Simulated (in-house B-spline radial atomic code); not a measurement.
# Bi: excited configurations in jj coupling

How much energy does it take to promote electrons of Bi to other shells? Each configuration is solved by itself and compared with the reference.

Program: in-house B-spline radial atomic code version 1. Level of theory: Dirac-Hartree-Fock, average of configuration, Fermi nucleus, basis-set limit. These are calculated values, not measurements, unless marked.

**1. The atom as given**

* element: bismuth (Z = 83)
* charge: 0
* electrons: 83
* configuration: 1s2 2s2 2p6 3s2 3p6 3d10 4s2 4p6 4d10 4f14 5s2 5p6 5d10 6s2 6p-2 6p+1
* Hamiltonian: Dirac-Coulomb
* nucleus: Fermi, rms radius 5.521 fm

In configurations, a minus sign after the shell means j = l − 1/2 and a plus sign j = l + 1/2; the count of electrons follows.

Settings, as recorded:

```ini
Z = 83
electrons = 83.0
configuration = 1s2 2s2 2p6 3s2 3p6 3d10 4s2 4p6 4d10 4f14 5s2 5p6 5d10 6s2 6p-2 6p+1
hamiltonian = dirac
method = hf
spin_polarised = False
nucleus = fermi
rms_radius = 5.5211
mass_number = 209
atomic_mass = 208.980398599
speed_of_light = 137.035999084
```

The reference is known from an earlier run: -21565.732629 hartree in all. Up to eight levels, counted from the top:

| orbital | occupation | energy (eV) | <r> (bohr) |
| --- | --- | --- | --- |
| 4f7/2 | 8 | -176.03 | 0.4424 |
| 5p1/2 | 2 | -132.96 | 0.8948 |
| 5p3/2 | 4 | -107.41 | 0.9806 |
| 5d3/2 | 4 | -37.175 | 1.207 |
| 5d5/2 | 6 | -33.816 | 1.243 |
| 6s1/2 | 2 | -18.290 | 2.249 |
| 6p1/2 | 2 | -8.772 | 2.807 |
| 6p3/2 | 1 | -6.800 | 3.247 |

**2. 1s2 2s2 2p6 3s2 3p6 3d10 4s2 4p6 4d10 4f14 5s2 5p6 5d-4 5d+5 6s2 6p-1 6p+2 9g+1**

Settings, as recorded:

```ini
Z = 83
electrons = 83.0
configuration = 1s2 2s2 2p6 3s2 3p6 3d10 4s2 4p6 4d10 4f14 5s2 5p6 5d-4 5d+5 6s2 6p-1 6p+2 9g+1
hamiltonian = dirac
method = hf
spin_polarised = False
nucleus = fermi
rms_radius = 5.5211
mass_number = 209
atomic_mass = 208.980398599
speed_of_light = 137.035999084
```

**3. 1s2 2s2 2p6 3s2 3p6 3d10 4s2 4p6 4d-4 4d+5 4f14 5s2 5p6 5d10 6s2 6p-2 6p+1 6f-1**

Settings, as recorded:

```ini
Z = 83
electrons = 83.0
configuration = 1s2 2s2 2p6 3s2 3p6 3d10 4s2 4p6 4d-4 4d+5 4f14 5s2 5p6 5d10 6s2 6p-2 6p+1 6f-1
hamiltonian = dirac
method = hf
spin_polarised = False
nucleus = fermi
rms_radius = 5.5211
mass_number = 209
atomic_mass = 208.980398599
speed_of_light = 137.035999084
```

**4. Run with 1s2 2s2 2p6 3s2 3p6 3d10 4s2 4p6 4d-4 4d+5 4f14 5s2 5p6 5d10 6s2 6p+3 7d-1**

Settings, as recorded:

```ini
Z = 83
electrons = 83.0
configuration = 1s2 2s2 2p6 3s2 3p6 3d10 4s2 4p6 4d-4 4d+5 4f14 5s2 5p6 5d10 6s2 6p+3 7d-1
hamiltonian = dirac
method = hf
spin_polarised = False
nucleus = fermi
rms_radius = 5.5211
mass_number = 209
atomic_mass = 208.980398599
speed_of_light = 137.035999084
```

**5. 1s2 2s2 2p6 3s2 3p6 3d10 4s2 4p6 4d-4 4d+5 4f14 5s2 5p6 5d10 6s2 6p-1 6p+2 10f+1**

Settings, as recorded:

```ini
Z = 83
electrons = 83.0
configuration = 1s2 2s2 2p6 3s2 3p6 3d10 4s2 4p6 4d-4 4d+5 4f14 5s2 5p6 5d10 6s2 6p-1 6p+2 10f+1
hamiltonian = dirac
method = hf
spin_polarised = False
nucleus = fermi
rms_radius = 5.5211
mass_number = 209
atomic_mass = 208.980398599
speed_of_light = 137.035999084
```

**6. Configuration 1s2 2s2 2p6 3s2 3p6 3d10 4s2 4p6 4d10 4f-6 4f+7 5s2 5p6 5d10 6s2 6p-2 6p+1 10g+1**

Settings, as recorded:

```ini
Z = 83
electrons = 83.0
configuration = 1s2 2s2 2p6 3s2 3p6 3d10 4s2 4p6 4d10 4f-6 4f+7 5s2 5p6 5d10 6s2 6p-2 6p+1 10g+1
hamiltonian = dirac
method = hf
spin_polarised = False
nucleus = fermi
rms_radius = 5.5211
mass_number = 209
atomic_mass = 208.980398599
speed_of_light = 137.035999084
```

**7. Run with 1s2 2s2 2p6 3s2 3p6 3d10 4s2 4p6 4d10 4f14 5s2 5p6 5d10 6s2 6p-2 6g-1**

Settings, as recorded:

```ini
Z = 83
electrons = 83.0
configuration = 1s2 2s2 2p6 3s2 3p6 3d10 4s2 4p6 4d10 4f14 5s2 5p6 5d10 6s2 6p-2 6g-1
hamiltonian = dirac
method = hf
spin_polarised = False
nucleus = fermi
rms_radius = 5.5211
mass_number = 209
atomic_mass = 208.980398599
speed_of_light = 137.035999084
```

How far above the reference does each configuration lie (order and size, in eV)?

**Answer**, as computed:

| net move | configuration | energy above the reference (eV) | with Breit, QED, recoil (eV) | largest <r> (bohr) |
| --- | --- | --- | --- | --- |
| 6p3/2 → 6g7/2 | 1s2 2s2 2p6 3s2 3p6 3d10 4s2 4p6 4d10 4f14 5s2 5p6 5d10 6s2 6p-2 6g-1 | 6.094 | 6.100 | 44.0 |
| 5d5/2, 6p1/2 → 6p3/2, 9g9/2 | 1s2 2s2 2p6 3s2 3p6 3d10 4s2 4p6 4d10 4f14 5s2 5p6 5d-4 5d+5 6s2 6p-1 6p+2 9g+1 | 32.630 | 32.682 | 111 |
| 4f7/2 → 10g9/2 | 1s2 2s2 2p6 3s2 3p6 3d10 4s2 4p6 4d10 4f-6 4f+7 5s2 5p6 5d10 6s2 6p-2 6p+1 10g+1 | 162.50 | 162.95 | 139 |
| 4d5/2 → 6f5/2 | 1s2 2s2 2p6 3s2 3p6 3d10 4s2 4p6 4d-4 4d+5 4f14 5s2 5p6 5d10 6s2 6p-2 6p+1 6f-1 | 450.89 | 450.67 | 31.4 |
| 4d5/2, 6p1/2 → 10f7/2, 6p3/2 | 1s2 2s2 2p6 3s2 3p6 3d10 4s2 4p6 4d-4 4d+5 4f14 5s2 5p6 5d10 6s2 6p-1 6p+2 10f+1 | 453.58 | 453.32 | 115 |
| 4d5/2, 2×6p1/2 → 2×6p3/2, 7d3/2 | 1s2 2s2 2p6 3s2 3p6 3d10 4s2 4p6 4d-4 4d+5 4f14 5s2 5p6 5d10 6s2 6p+3 7d-1 | 455.88 | 455.60 | 19.4 |

**Reading.** The lowest of them is 6p3/2 → 6g7/2 at 6.094 eV and the highest 4d5/2, 2×6p1/2 → 2×6p3/2, 7d3/2 at 455.88 eV. Koopmans' estimate of the ionisation threshold is 6.800 eV; 5 configurations exceed it by over 2 % and could autoionise. These are averages over configurations, without correlation, not spectroscopic levels.
